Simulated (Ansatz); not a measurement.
# C3H11BO: small, medium and large basis sets

An exercise on one series of results from a longer session: the logs are not shown, and one member is left open.

Method: one geometry, several basis sets; program: Ansatz 0.2.0, Gaussian basis.

Levels to be run: PBE0-D4/def2-SVP; ωB97M-V/def2-SVP; PBE0-D4/def2-QZVPP; ωB97M-V/def2-QZVPP; the functionals' def2-TZVPP values are taken from earlier runs.

**The relaxed structure**

An earlier PBE0-D4 in a triple-zeta def2 set relaxation fixed the geometry.

SMILES `C[B-](C)(C)[OH2+]`, 16 atoms, charge 0, spin multiplicity 1.

Atoms are counted from 1 here; the program's logs count them from 0.

Bond lengths: C1–B2 1.602 Å, C1–H6 1.096 Å, C1–H7 1.097 Å, C1–H8 1.097 Å, B2–C3 1.595 Å, B2–C4 1.596 Å, B2–O5 1.828 Å, C3–H9 1.094 Å, C3–H10 1.097 Å, C3–H11 1.096 Å, C4–H12 1.097 Å, C4–H13 1.094 Å, C4–H14 1.096 Å, O5–H15 0.964 Å, O5–H16 0.964 Å. Angles: B2–C1–H6 108.8°, B2–C1–H7 113.9°, B2–C1–H8 114.0°, H6–C1–H7 105.8°, H6–C1–H8 105.8°, H7–C1–H8 107.9°, C1–B2–C3 116.3°, C1–B2–C4 116.3°, C1–B2–O5 101.9°, C3–B2–C4 117.0°, C3–B2–O5 100.5°, C4–B2–O5 100.3°, B2–C3–H9 113.2°, B2–C3–H10 113.9°, B2–C3–H11 108.9°, H9–C3–H10 108.0°, H9–C3–H11 106.7°, H10–C3–H11 105.8° and more.

Coordinates:

```xyz
16

C    -1.1630    0.2810   -0.9999
B     0.0849   -0.0453   -0.0501
C     1.3760    0.8723   -0.2393
C     0.3339   -1.5855    0.2848
O    -0.5109    0.5499    1.5726
H    -0.9223   -0.0366   -2.0211
H    -1.4031    1.3495   -1.0684
H    -2.0817   -0.2543   -0.7287
H     2.1274    0.7246    0.5425
H     1.1536    1.9452   -0.2962
H     1.8571    0.6162   -1.1903
H    -0.5747   -2.1316    0.5686
H     1.0803   -1.7406    1.0702
H     0.7143   -2.0866   -0.6127
H    -1.3140    0.0523    1.7659
H    -0.7808    1.4670    1.4464
```

The first run:

in.yaml reads:

```yaml
crystal:
  periodic: [false, false, false]
  atoms:
    - {symbol: C, position_ang: [-1.163014, 0.280974, -0.999889]}
    - {symbol: B, position_ang: [0.084903, -0.045316, -0.050055]}
    - {symbol: C, position_ang: [1.376009, 0.872292, -0.239343]}
    - {symbol: C, position_ang: [0.333947, -1.585537, 0.284837]}
    - {symbol: O, position_ang: [-0.510931, 0.549890, 1.572640]}
    - {symbol: H, position_ang: [-0.922284, -0.036582, -2.021075]}
    - {symbol: H, position_ang: [-1.403136, 1.349545, -1.068420]}
    - {symbol: H, position_ang: [-2.081658, -0.254319, -0.728748]}
    - {symbol: H, position_ang: [2.127416, 0.724573, 0.542471]}
    - {symbol: H, position_ang: [1.153582, 1.945177, -0.296249]}
    - {symbol: H, position_ang: [1.857108, 0.616229, -1.190342]}
    - {symbol: H, position_ang: [-0.574711, -2.131572, 0.568561]}
    - {symbol: H, position_ang: [1.080307, -1.740585, 1.070194]}
    - {symbol: H, position_ang: [0.714275, -2.086632, -0.612667]}
    - {symbol: H, position_ang: [-1.313965, 0.052272, 1.765944]}
    - {symbol: H, position_ang: [-0.780848, 1.466990, 1.446442]}
basis:
  gaussian: {orbitals: def2-SVP}
hamiltonian: {xc: pbe0, dispersion: d4}
output: {orbitals: {seedname: orbitals}}
```

On the command line:

```sh
$ ansatz run in.yaml --threads 4 --pin off --events-out ev --progress --plain --max-ram 10444MiB
```

Among the steps run: PBE0-D4 in def2-SVP; ωB97M-V in def2-SVP; PBE0-D4 in def2-QZVPP; ωB97M-V in def2-QZVPP.

One of the session's tables, all rows but one given; the rest of the session is left out.

It belongs to the step «Functionals by basis». 

| functional | basis | HOMO (eV) | LUMO (eV) |
| --- | --- | --- | --- |
| PBE0-D4 | def2-SVP | -7.63 | 0.52 |
| PBE0-D4 | def2-TZVPP | -7.75 | -0.05 |
| PBE0-D4 | def2-QZVPP | -7.77 | -0.36 |
| ωB97M-V | def2-SVP | -9.94 | 2.17 |
| ωB97M-V | def2-TZVPP | ? | ? |
| ωB97M-V | def2-QZVPP | -10.09 | 0.90 |

**Question.** Estimate the row for ωB97M-V, def2-TZVPP.

As computed: HOMO (eV): -10.07; LUMO (eV): 1.40. In the column «HOMO (eV)» it lies between ωB97M-V, def2-QZVPP (-10.09) and ωB97M-V, def2-SVP (-9.94).
